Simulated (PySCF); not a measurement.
# A diatomic session: GaAs

An exercise on one series of results from a longer session: the logs are not shown, and one member is left open.

Program: PySCF 2.14.0. Level of theory: Ga cc-pVDZ-PP with ECP10, As cc-pVDZ-PP with ECP10, scalar-relativistic core potentials. These are calculated values, not measurements.

Set-up of the first run:

Settings of the job:

```
atoms                         : Ga, As
charge                        : 0
basis                         : Ga cc-pVDZ-PP with ECP10, As cc-pVDZ-PP with ECP10
Hamiltonian                   : scalar-relativistic core potentials
basis functions               : 46
electrons treated             : 44
masses in u                   : 68.9256, 74.9216
levels                        : PBE0, PBE, r²SCAN, M06, BLYP, r²SCAN0, HF, MP2, SCS-MP2, CCSD, CCSD(T)
grid                          : 80 radial by 434 angular points
occupations                   : held fixed by the projection of orbital angular momentum
dissociation limit            : Ga + As, each in its ground configuration
starting distance in angstrom : 2.380
values of 2S to try           : 0, 2, 4
```

Command:

```sh
$ OMP_NUM_THREADS=1 python dia.py task.json out
```

Steps of the session up to this table: Set-up; First curve: PBE0; Other states along the same grid; PBE (GGA); r²SCAN; M06 (hybrid meta-GGA); BLYP (GGA); r²SCAN0 (hybrid meta-GGA); UHF; MP2 and coupled cluster.

One of the session's tables, all rows but one given; the rest of the session is left out.

It belongs to the step «The curves together». Energy (eV) from each level's lowest point:

| R (Å) | UHF | UHF-MP2 | UHF-SCS-MP2 | UHF-CCSD | UHF-CCSD(T) |
| --- | --- | --- | --- | --- | --- |
| 2.223 | 0.630 | 0.582 | 0.615 | n/a | n/a |
| 2.326 | 0.284 | 0.250 | 0.274 | 0.276 | 0.279 |
| 2.430 | 0.093 | 0.073 | 0.087 | 0.088 | 0.091 |
| 2.507 | ? | ? | ? | ? | ? |
| 2.585 | 0.000 | 0.000 | 0.000 | 0.000 | 0.000 |
| 2.663 | 0.012 | 0.023 | 0.016 | 0.014 | 0.013 |
| 2.766 | 0.066 | 0.094 | 0.079 | 0.073 | 0.070 |
| 2.895 | 0.174 | 0.234 | 0.210 | 0.189 | 0.185 |
| 3.050 | 0.319 | 0.461 | 0.432 | 0.363 | 0.359 |
| 3.257 | 0.474 | 0.770 | 0.742 | n/a | n/a |

Q: Estimate the row for R (Å) = 2.507 from the others.

Worked estimate for «UHF». A straight line through the neighbours (2.430, 0.093) and (2.585, 0.000) gives 0.093 + (0.000 − 0.093) × (2.507 − 2.430) / (2.585 − 2.430) = 0.047; a parabola fitted to 4 rows on both sides gives 0.021.

**Answer.** UHF: 0.023; UHF-MP2: 0.013; UHF-SCS-MP2: 0.020; UHF-CCSD: 0.021; UHF-CCSD(T): 0.022. In «UHF» the line misses by +0.024 and the parabola by -0.002.

State 2 has its PBE0 minimum 0.17 eV higher. The other levels ran on the lowest alone.
